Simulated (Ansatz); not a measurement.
# C2H4BNO: the cost of one run

Computed with Ansatz 0.2.0, Gaussian basis. Level: the settings change from run to run.

## 1. The molecule

The geometry comes from an earlier relaxation with PBE0-D4 in a triple-zeta def2 set; it is a stationary point, not always the lowest conformer.

SMILES `N=C1BCO1`, 9 atoms, charge 0, spin multiplicity 1.

Atoms are counted from 1 here; the program's logs count them from 0.

Bond lengths: N1–C2 1.258 Å, N1–H6 1.016 Å, C2–B3 1.584 Å, C2–O5 1.378 Å, B3–C4 1.567 Å, B3–H7 1.188 Å, C4–O5 1.463 Å, C4–H8 1.095 Å, C4–H9 1.095 Å. Angles: C2–N1–H6 109.6°, N1–C2–B3 145.5°, N1–C2–O5 122.5°, B3–C2–O5 92.0°, C2–B3–C4 83.4°, C2–B3–H7 138.0°, C4–B3–H7 138.6°, B3–C4–O5 89.6°, B3–C4–H8 117.6°, B3–C4–H9 117.6°, O5–C4–H8 111.0°, O5–C4–H9 111.0°, H8–C4–H9 108.6°, C2–O5–C4 95.0°.

As a file:

```xyz
9
charge 0, multiplicity 1
N     0.8146    1.9807    0.2190
C     0.3556    0.8121    0.1370
B    -0.3252   -0.2591   -0.8110
C    -0.2783   -1.1577    0.4717
O     0.3497   -0.0583    1.2053
H     0.7214    2.4481   -0.6788
H    -0.6889   -0.3355   -1.9396
H     0.3723   -2.0377    0.4509
H    -1.2326   -1.4392    0.9282
```

## 2. r2SCAN/def2-SVPD

Set apart from the defaults: atoms shaken by 0.03 Å, a point charge of -1.00 e beside it, high accuracy.

in.yaml reads:

```yaml
crystal:
  periodic: [false, false, false]
  atoms:
    - {symbol: N, position_ang: [0.841812, 1.962982, 0.206382]}
    - {symbol: C, position_ang: [0.406871, 0.824202, 0.133355]}
    - {symbol: B, position_ang: [-0.266483, -0.267590, -0.804390]}
    - {symbol: C, position_ang: [-0.278755, -1.197126, 0.480168]}
    - {symbol: O, position_ang: [0.325347, -0.064501, 1.196100]}
    - {symbol: H, position_ang: [0.735710, 2.457847, -0.690905]}
    - {symbol: H, position_ang: [-0.666917, -0.358347, -1.955362]}
    - {symbol: H, position_ang: [0.385146, -1.993855, 0.540950]}
    - {symbol: H, position_ang: [-1.149770, -1.471276, 0.886958]}
basis:
  gaussian: {orbitals: def2-SVPD, point_charges: [{charge: -1.00, position_ang: [4.960, 0.949, 0.318]}]}
hamiltonian: {xc: {name: r2SCAN}}
accuracy: high
```

The run is started by

```sh
$ ansatz run in.yaml --threads 2 --pin off --events-out ev --progress --plain --max-ram 4352MiB
```

Q: Estimate wall time and peak memory on 2 threads of Arm Neoverse V2, shared host.

About 9.5 s, with a peak of 0.53 GiB.
